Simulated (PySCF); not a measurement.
Molecule: NZnClH2, in a box.

```
N Zn Cl H
1.0
    13.00000    0.00000    0.00000
     0.00000   13.00000    0.00000
     0.00000    0.00000   12.00000
N Zn Cl H
1 1 1 2
Direct
  0.43238 0.58934 0.48018
  0.51381 0.48687 0.53232
  0.61805 0.37542 0.58793
  0.38395 0.56978 0.41774
  0.39122 0.62781 0.53826
```

Base run:

* Program: PySCF 2.14.0
* Functional: BLYP
* Dispersion: D3
* Potentials or basis: 6-31g* (all-electron)
* k mesh: 1 × 1 × 1
* Occupations: fixed
* Spin: no spin polarisation

Its results: gap between the frontier levels 4.00 eV.

Problem. After a change of settings the same cell gave: gap between the frontier levels 5.58 eV. Which change was it?
A. functional from BLYP to PBEsol0; dispersion from D3 to none
B. functional from BLYP to SCAN
C. functional from BLYP to HSE06; dispersion from D3 to D4

Solution. C.

Caveats: this is a molecule in a periodic box at the Γ point, so its band gap is the HOMO-LUMO gap; the basis of atomic orbitals isn't converged, which shifts pressures, moduli and gaps; this program's HSE differs a little from the usual definition (some runs).

Runs at the PBE level aren't shown here.
